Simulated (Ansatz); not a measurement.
Ta4NiO11 under changes of volume

One of the cells (14.082 Å³/atom); the others are scaled copies at fixed shape and fractional positions:

```
Ta Ni O
1.0
     1.95495  -14.82973    0.00000
     1.95495   14.82973    0.00000
     0.00000    0.00000    3.88590
Ta Ni O
4 1 11
Direct
  0.20437 0.79563 0.00000
  0.92451 0.07549 0.00000
  0.07549 0.92451 0.00000
  0.79563 0.20437 0.00000
  0.50000 0.50000 0.00000
  0.13987 0.86013 0.00000
  0.72107 0.27893 0.00000
  0.43645 0.56355 0.00000
  0.56355 0.43645 0.00000
  0.00000 0.00000 0.00000
  0.86013 0.13987 0.00000
  0.27893 0.72107 0.00000
  0.92790 0.07210 0.50000
  0.07210 0.92790 0.50000
  0.79436 0.20564 0.50000
  0.20564 0.79436 0.50000
```

The cell was built by a generator and needn't be a form met in nature.

- Program: Ansatz 0.2.0
- Functional: PBE
- Potentials or basis: Ansatz PAW
- Cutoff: 420 eV (not typed: the program's choice for these potentials)
- k mesh: 7 × 7 × 7
- Occupations: fermi-dirac, width 0.05 eV
- Spin: collinear spin, ferromagnetic start
- Starting moments: [0.0, 0.0, 0.0, 0.0, 1.0, 0.0, 0.0, 0.0, 0.0, 0.0, 0.0, 0.0, 0.0, 0.0, 0.0, 0.0] μB

| volume (Å³/atom) | energy over the lowest point (meV/atom) | pressure (GPa) | moment (μB per cell) | largest force (eV/Å) |
| --- | --- | --- | --- | --- |
| 13.237 | 37.54 | 14.8 | 0.74 | 0.199 |
| 13.519 | 16.25 | 9.4 | 0.82 | 0.141 |
| 13.801 | ? | ? | ? | ? |
| 14.082 | 0.00 | 0.1 | 0.85 | 0.053 |
| 14.364 | 3.35 | -3.9 | 0.86 | 0.073 |
| 14.645 | 13.32 | -7.4 | 0.86 | 0.130 |
| 14.927 | 29.22 | -10.6 | 0.86 | 0.184 |

**Question.** What does the run at 13.801 Å³/atom give?

**Answer.** Energy over the lowest point 4.02 meV/atom; pressure 4.5 GPa; moment 0.85 μB per cell; largest force 0.099 eV/Å.

Worked out: A Birch-Murnaghan fit of order 3 (a polynomial in V^(-2/3)) to the other rows has its minimum at 14.09 Å³/atom with B0 = V·E''(V) = 209 GPa and B' = 4.3 at fixed shape and positions, which overstates the stiffness. It gives 4.03 meV/atom at 13.801 Å³/atom, against the run's 4.02, and -dE/dV = 4.5 GPa, against 4.5. A parabola through the other rows of the moment, of slope 0.0995 μB per Å³/atom there, gives 0.83 μB, against the run's 0.85.

Energies are extrapolated to zero smearing.

Caveats: a cell with one magnetic atom can't hold antiferromagnetic order, which such compounds often take.
